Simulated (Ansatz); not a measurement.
**MnIr3: from the listed structure to its properties**

This session takes MnIr3 and sets out to find the equilibrium cell and compute bands, density of states and charges.

Method: DFT PBEsol, scalar-relativistic, plane waves, PAW, in Ansatz 0.2.0.

### 1 The system as given

The structure is hexagonal, space group P6_3/mmc (No. 194). The conventional cell has a = 5.471 Å, b = 5.471 Å, c = 4.329 Å, α = 90.00°, β = 90.00°, γ = 120.00°. Mn (site symmetry -6m2) has 12 Ir at 2.67 to 2.74 Å as nearest neighbours. Ir (site symmetry mm2) is surrounded by 4 Mn at 2.67 to 2.74 Å and 8 Ir at 2.69 to 2.76 Å.

As a file:

```xyz
8
Lattice="5.4708 0.0000 0.0000 -2.7354 4.7378 0.0000 0.0000 0.0000 4.3291" Properties=species:S:1:pos:R:3 pbc="T T T"
Mn    0.0000    3.1586    3.2468
Mn    2.7354    1.5793    1.0823
Ir    0.0000    1.5936    1.0823
Ir    1.3553    3.9411    1.0823
Ir   -1.3553    3.9411    1.0823
Ir    2.7354    3.1443    3.2468
Ir    1.3801    0.7968    3.2468
Ir    4.0907    0.7968    3.2468
```

Source of the structure: the Materials Project (structure only).

(A quick probe on a coarse mesh, which set the mesh and smearing, is not shown.)

### 3 Rough relaxation on the coarse mesh

The input, input.yaml:

```yaml
crystal:
  lattice:
    - [5.4707855259, 0.0, 0.0]
    - [-2.735392763, 4.7378392441, 0.0]
    - [0.0, 0.0, 4.32908318]
  atoms:
    - { symbol: Mn, position: [0.33333333, 0.66666667, 0.75], spin: 2.46 }
    - { symbol: Mn, position: [0.66666667, 0.33333333, 0.25], spin: 2.46 }
    - { symbol: Ir, position: [0.16817322, 0.33634644, 0.25], spin: -0.15 }
    - { symbol: Ir, position: [0.66365356, 0.83182678, 0.25], spin: -0.15 }
    - { symbol: Ir, position: [0.16817322, 0.83182678, 0.25], spin: -0.15 }
    - { symbol: Ir, position: [0.83182678, 0.66365356, 0.75], spin: -0.15 }
    - { symbol: Ir, position: [0.33634644, 0.16817322, 0.75], spin: -0.15 }
    - { symbol: Ir, position: [0.83182678, 0.16817322, 0.75], spin: -0.15 }
basis:
  ecutwfc: 420
kpoints:
  mp_grid: { grid: [6, 6, 6] }
hamiltonian:
  xc: pbesol
scf:
  occupations: { method: gaussian, width: 0.1 }
output:
  forces: true
  stress: true
  eigenvalues: true
  populations: true
magnetization:
  spin_polarized: true
relax:
  adjacent_minimum: "off"
  f_tol: 0.05
  max_steps: 80
  cell: { stress_tol: 0.5 }
```

Run with:

```bash
> ansatz run input.yaml --threads 2 --pin off --max-ram 5120MiB --backend cpu --events-out ev --progress --plain --runs-dir out
```

Further runs follow: the relaxation; bands, states and charges.

What does the calculation give? Wanted: relaxed cell; volume; formation energy; total moment; gap; states at the Fermi level; Bader charges.

The runs gave:

| quantity | value |
| --- | --- |
| relaxed cell | a = 5.369 Å, b = 5.369 Å, c = 4.272 Å, α = 90.00°, β = 90.00°, γ = 120.00° |
| space group (0.01 Å) | P6_3/mmc (No. 194) |
| volume | 13.33 Å³/atom |
| formation energy (elements from runs with the same settings, not shown) | -0.12 eV/atom |
| total moment | 3.11 μB/cell |
| gap | none (metal) |
| states at the Fermi level | 7.61 per eV per cell |
| Bader charges | Mn +0.78, Ir -0.26 e |

The cell shrank by 5.0 % in volume on relaxing. It comes out metallic. Of the projected weight within 0.25 eV of the Fermi level, the largest part is Ir 5d (63 %) and Mn 3d (35 %). Bader charges reach 0.8 e, so charge transfer in this metal is moderate. These runs have no spin-orbit coupling; with Ir it would split and shift bands.
